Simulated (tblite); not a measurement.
# C4H11BGe2S: the cost of one run

The runs use tblite 0.8.0 and PySCF 2.14.0, with density-fitted response routines of our own; the level of theory stands in each step. All values are computed, except where a source is named. Atoms count from 0, in the outputs and in this text.

**1. The starting structure**

19 atoms, charge 0, multiplicity 1; geometry from: force field or distance geometry start.

Bonds of the start (Å): C0–C1 1.21, C1–B2 1.53, B2–C3 1.61, C3–Ge4 1.97, C3–C5 1.54, C5–S6 1.82, S6–Ge7 2.23, C0–H8 1.05, B2–H9 1.18, C3–H10 1.10, Ge4–H11 1.55, Ge4–H12 1.54, Ge4–H13 1.55, C5–H14 1.12, C5–H15 1.12, Ge7–H16 1.55, Ge7–H17 1.55, Ge7–H18 1.55.

**2. Optimising the geometry with GFN2-xTB**

What the job is given:

```
{"job": {"kind": "relax", "xc": "GFN2-xTB", "basis": "xTB"}, "charge": 0, "multiplicity": 1}
C      4.005600     1.523700    -0.285000
C      3.039000     0.932400     0.136800
B      1.838500     0.161600     0.696800
C      0.678000    -0.332800    -0.299100
Ge     0.593400    -2.291500    -0.166500
C     -0.670500     0.295800     0.080800
S     -1.922900    -0.042100    -1.198700
Ge    -3.527000     1.044800    -0.103100
H      4.838900     2.049000    -0.661400
H      1.740900    -0.040500     1.858700
H      0.943400    -0.060000    -1.333200
H      0.188200    -2.705000     1.266700
H      1.979500    -2.883900    -0.503700
H     -0.448300    -2.833300    -1.182100
H     -0.551100     1.408600     0.163400
H     -1.015500    -0.093900     1.077100
H     -3.116000     2.523800     0.091000
H     -3.757500     0.374100     1.277100
H     -4.846300     0.978300    -0.923100
```

Launch:

```bash
$ OMP_NUM_THREADS=1 python probes_run.py task.json out
```

This one command runs all jobs of the session in turn.

**Question.** How long does this first job take on 1 thread of Arm Neoverse V1, shared host, and how much memory does it need?

About 2.1 s, with a peak of 0.18 GiB.
